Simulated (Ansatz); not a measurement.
# Hf2Pd2Se2Br2O3 (P-3m1) in Ansatz: notebook

One crystal, Hf2Pd2Se2Br2O3, is run at these levels: PBE; tasks: density of states, electric field gradients.

Everything below comes from runs of Ansatz 0.2.0. Logs are shortened: lines on timing, memory, paths and dates and some standing lists are left out, and cuts for length are marked.

## Step 1: The crystal as given

Symmetry: P-3m1, No. 164, trigonal system. Conventional cell: a = 3.726 Å, b = 3.726 Å, c = 17.009 Å, α = 90.00°, β = 90.00°, γ = 120.00°. Hf (site symmetry 3m) has 7 O at 2.15 to 2.43 Å as nearest neighbours. Pd (site symmetry 3m) has 3 Se at 2.51 Å and 3 Br at 2.70 Å as nearest neighbours. Se (site symmetry 3m) has 3 Pd at 2.51 Å and 1 Hf at 2.73 Å as nearest neighbours. Br (site symmetry 3m) is surrounded by 3 Pd at 2.70 Å. O (site symmetry 3m) is surrounded by 4 Hf at 2.15 to 2.37 Å. O (site symmetry -3m) has 6 Hf at 2.43 Å and 6 O at 2.48 Å as nearest neighbours.

The cell was built by a generator and needn't be a form met in nature.

## Step 2: Density of states, PBE

File input.yaml:

```yaml
crystal:
  lattice:
    - [3.72613, 0.0, 0.0]
    - [-1.86306, 3.22692, 0.0]
    - [0.0, 0.0, 17.00867]
  atoms:
    - { symbol: Hf, position: [0.66667, 0.33333, 0.93385] }
    - { symbol: Hf, position: [0.33333, 0.66667, 0.06615] }
    - { symbol: Pd, position: [0.0, 0.0, 0.30298] }
    - { symbol: Pd, position: [0.0, 0.0, 0.69702] }
    - { symbol: Se, position: [0.33333, 0.66667, 0.22649] }
    - { symbol: Se, position: [0.66667, 0.33333, 0.77351] }
    - { symbol: Br, position: [0.66667, 0.33333, 0.39862] }
    - { symbol: Br, position: [0.33333, 0.66667, 0.60138] }
    - { symbol: O, position: [0.33333, 0.66667, 0.92689] }
    - { symbol: O, position: [0.66667, 0.33333, 0.07311] }
    - { symbol: O, position: [0.0, 0.0, 0.0] }
kpoints:
  mp_grid: { grid: [6, 6, 2] }
scf:
  occupations: { method: fermi_dirac, width: 0.05 }
hamiltonian:
  xc: pbe
  pseudopotentials: { kind: all_electron, datasets: crystal }
output:
  forces: true
  stress: true
  eigenvalues: true
  dos: { projected: false, de: 0.1, e_range: [-20, 10] }
```

Potentials or basis: all-electron PAW datasets made for the crystal.

Command:

```bash
ansatz run input.yaml --threads 8 --pin off --max-ram 24576MiB --backend cpu --events-out ev --progress --plain --runs-dir out
```

Standard output:

```text
Warning: the atoms were moved onto the symmetric positions of the space group found under crystal.symmetry.tolerance 1.0e-5 (fractional; no operation is sought that the atoms, as they stand in a round, miss by more than twice it, and no atom is moved by as much as it), and the run uses the moved positions. Before a round's move an operation carried an atom to 3.73e-5 Å from where it should land, the largest such distance. Atom 0 (counting from 0) moved farthest, by 2.15e-5 Å; the longest move in fractions of the cell, of whichever atom, is 0.47 of the tolerance, in 1 round. To run the atoms as typed, lower crystal.symmetry.tolerance until the operations that they miss are no longer found, or set crystal.symmetry.detect: false (a key that needs symmetry detection or time reversal refuses this as the deck is read). The positions used, in the order of the run's atom list: position: [0.6666666666666666, 0.3333333333333333, 0.93385]; position: [0.3333333333333333, 0.6666666666666666, 0.06615]; position: [0.0, 0.0, 0.30298]; position: [0.0, 0.0, 0.69702]; position: [0.3333333333333333, 0.6666666666666666, 0.22649]; position: [0.6666666666666666, 0.3333333333333333, 0.77351]; position: [0.6666666666666666, 0.3333333333333333, 0.39862]; position: [0.3333333333333333, 0.6666666666666666, 0.60138]; position: [0.3333333333333333, 0.6666666666666666, 0.92689]; position: [0.6666666666666666, 0.3333333333333333, 0.07311]; position: [0.0, 0.0, 0.0]; The lattice was moved too: crystal.lattice keeps the space group found at crystal.symmetry.tolerance 1.0e-5 only nearly: the operation that it misses by the most changes a squared length by the fraction 3.29e-6. The run uses the lattice that is a stretch of the typed one, with no rotation, onto the one that keeps every operation to a double's rounding (on a very oblique basis the stretch itself rounds by more); the deck's lattice vector that moved farthest moved by 3.44e-6 Å. To run the lattice as typed, set crystal.symmetry.tolerance under 1.88e-7, the least fraction by which an operation that the lattice misses changes a squared length (the same key also sets how far an atom may lie from its image, so lowering it can lose operations that the atoms keep only within it), or set crystal.symmetry.detect: false, as for the atoms. crystal.lattice made exact, in Å and degrees: [[3.726128130654974, -2.886751346029518e-6, 0.0], [-1.8630615653274871, 3.2269230622787024, 0.0], [0.0, 0.0, 17.00867]]. Pasted over the deck's crystal.lattice, beside positions in fractional coordinates, it runs the same cell (given as lengths and angles, that cell in the form's own orientation, a rigid turn of the misfit's size from the one run here, for which a checkpoint.post_process_only pass over this run's state can be refused: where this run relaxes nothing, give such a pass this deck's own crystal.lattice, as typed; behind a relaxation, as crystal.lattice, the state's own cell, identity.cell in its checkpoint.json), and a matrix so pasted ends this notice, except on a very skew basis of the lattice, where the rounding of the pasted numbers themselves can read as a misfit: the cell is then moved again, and that move is told again. The lattice as run is in this notice's lattice.as_run_ang field (Run.prep()["deck_notices"] in Python, the deck_notice line of an events file, deck_notices of ansatz run --dry-run=json, or deck_notices in record.json in the deck's checkpoint.write directory).
Warning: RAYON_NUM_THREADS=8 ignored (pool sized by the plan → 8); use --threads N
[... 102 lines left out ...]
  k-point 2: bands = ["-72.0414", "-72.0414", "-50.8118", "-50.7759", "-37.8024", "-37.8024", "-37.7755", "-37.7755", "-37.7742", "-37.7742", "-35.6361", "-35.6361", "-35.6360", "-35.6360", "-35.5885", "-35.5885", "-35.5883", "-35.5883", "-35.5734", "-35.5734", "-19.6998", "-19.5566", "-19.4815", "-19.3752", "-19.3403", "-19.2844", "-8.0182", "-7.3234", "-5.8542", "-2.7580", "-2.6637", "-1.1312", "-1.1305", "-0.7467", "-0.7460", "-0.7381", "-0.7378", "-0.7339", "-0.7193", "-0.7160", "-0.7056", "-0.7052", "-0.6994", "-0.6945", "-0.6935", "-0.6755", "-0.6177", "5.1280", "5.2312", "5.5782", "6.2543", "6.4523", "6.9818", "7.1218", "7.6671", "7.7076", "7.9467", "8.0746", "8.0810", "8.6792", "8.7916", "8.9695", "9.1939", "9.2159", "9.5910", "9.6007", "9.8295", "10.0487", "10.2057", "10.6721", "10.9431", "11.1490", "11.1898", "11.1992", "12.5542", "12.6345", "12.8394", "13.2218", "13.8961", "14.0365", "15.5046", "15.9748", "16.0560", "16.4869"]
  k-point 13: bands = ["-72.0411", "-72.0411", "-50.7891", "-50.7891", "-37.8021", "-37.8021", "-37.7798", "-37.7798", "-37.7783", "-37.7783", "-35.6365", "-35.6365", "-35.6359", "-35.6359", "-35.5889", "-35.5889", "-35.5877", "-35.5877", "-35.5733", "-35.5733", "-19.7486", "-19.7486", "-19.6513", "-19.4011", "-19.3341", "-19.3341", "-6.8878", "-6.8878", "-6.4470", "-2.2643", "-2.2643", "-0.7764", "-0.7764", "-0.7499", "-0.7499", "-0.7373", "-0.7366", "-0.7298", "-0.7298", "-0.7123", "-0.7095", "-0.7095", "-0.7043", "-0.6989", "-0.6989", "-0.5307", "-0.5307", "4.7942", "4.7942", "6.5120", "6.6919", "6.6919", "7.4270", "7.7021", "7.7033", "7.7033", "7.7922", "7.7922", "7.8556", "8.3532", "8.3532", "8.5155", "8.5155", "8.5896", "9.1441", "9.1785", "9.4886", "9.4886", "10.1467", "10.1488", "10.6528", "10.6528", "10.7427", "10.7427", "11.9004", "12.2844", "12.2844", "12.6708", "12.6708", "14.1956", "14.8142", "15.8280", "15.8280", "16.4960"]
```

dos.tsv:

```text
# E-E_F[eV]	g_bin_mean(E)[states/eV]	N(E)
# format = ansatz-dos/2
# fermi_ev = 12.613490
# fermi_mp_grid = 6 6 2
# fermi_mp_shift = 0 0 0
# levels_not_solved_further = solved_sites
# tetrahedron_fermi_ev = 12.608503
# levels_read_in_place: this table is built on the levels of the run's own state as they stand, and no solve holds the run's band table (levels_not_solved_further names the reason, in the words of bands.not_solved_further in the JSON report). Each level is converged only as far as the self-consistency loop (at a density that was read, or that a workflow's scf step handed on, the one solve at it), or a further solve at its close, took it, and the bands are not shown to hold every level, so a level may be missing and a value may be a higher level than its place says. The run's notice product_built_on_unsolved_table says the same. The notice band_table_not_solved_further in this run's record says why the table was not solved and what to do about it.
# g_bin_mean(E): the states in a bin one row spacing wide, centred on E, divided by that spacing. States that the method places at a single energy (under output.dos.method: tetrahedron, those of a tetrahedron whose four corners have one energy) are counted whole in the row whose bin holds that energy (on the edge of two bins, in the lower row). The sum of g_bin_mean over a run of rows, times the row spacing, is the number of states from half a spacing under the first of them to half a spacing over the last (a plain sum, not the trapezoid rule).
-20.000000	2.847367e0	5.286323e1
-19.900000	3.666695e0	5.320921e1
-19.800000	4.251528e0	5.360079e1
-19.700000	7.177446e0	5.407142e1
-19.600000	9.068190e0	5.503172e1
-19.500000	5.536760e0	5.600000e1
[... 293 lines left out ...]
9.900000	0.000000e0	1.860000e2
10.000000	0.000000e0	1.860000e2
```

Run time: 25 s. Hardware: 8 threads of Intel Xeon Platinum 8375C at 2.90GHz (Ice Lake), shared host; peak memory 3.3 GiB.

Results:

- Free energy: -1375368.9063 eV
- Pressure: 0.0 GPa
- Largest force: 0.077 eV/Å
- Band gap on the k mesh: none (metal or under the smearing width)

Forces in eV/Å, atoms in the order of the input:
```
Hf   0.000  0.000 -0.057
Hf   0.000  0.000  0.057
Pd   0.000  0.000  0.024
Pd   0.000  0.000 -0.024
Se   0.000  0.000 -0.077
Se   0.000  0.000  0.077
Br   0.000  0.000  0.006
Br   0.000  0.000 -0.006
O    0.000  0.000 -0.022
O    0.000  0.000  0.022
O    0.000  0.000  0.000
```

Levels at points of the mesh, in eV from the Fermi level:
```csv
k point,band 71,band 72,band 73,band 74,band 75,band 76,band 77,band 78,band 79,band 80
"(0.00, 0.00, 0.00)",-1.52,-1.52,-1.45,-1.45,0.14,0.14,0.83,0.83,1.45,1.45
"(0.00, 0.00, -0.50)",-1.50,-1.50,-1.47,-1.47,0.16,0.16,0.81,0.81,1.46,1.46
"(0.00, -0.50, 0.00)",-2.35,-2.34,-2.04,-2.02,-0.05,0.11,0.21,0.49,0.88,1.41
"(0.00, -0.50, -0.50)",-2.35,-2.34,-2.04,-2.02,0.02,0.05,0.26,0.43,0.87,1.43
```

States per cell in windows of 1 eV (zero at the Fermi level; states under -8 eV left out):
| from (eV) | total |
| --- | --- |
| -8.0 | 3.11 |
| -7.0 | 5.51 |
| -6.0 | 7.09 |
| -5.0 | 11.85 |
| -4.0 | 10.48 |
| -3.0 | 9.61 |
| -2.0 | 6.35 |
| -1.0 | 3.39 |
| 0.0 | 5.78 |
| 1.0 | 2.82 |
| 2.0 | 2.55 |
| 3.0 | 5.84 |
| 4.0 | 6.17 |
| 5.0 | 5.78 |
| 6.0 | 4.80 |
| 7.0 | 0.87 |

Caveat: the k mesh is thin for a metal, which can move the energy by tens of meV per atom; the program warned that the printed levels may be off, so bands, gaps and densities of states are rough; this functional lacks dispersion, which binds the layers, so the pressure and a relaxed spacing across them are unreliable. Spin-orbit coupling is left out, which matters for the levels of Hf.

(Part 1 of 2 ends here.)
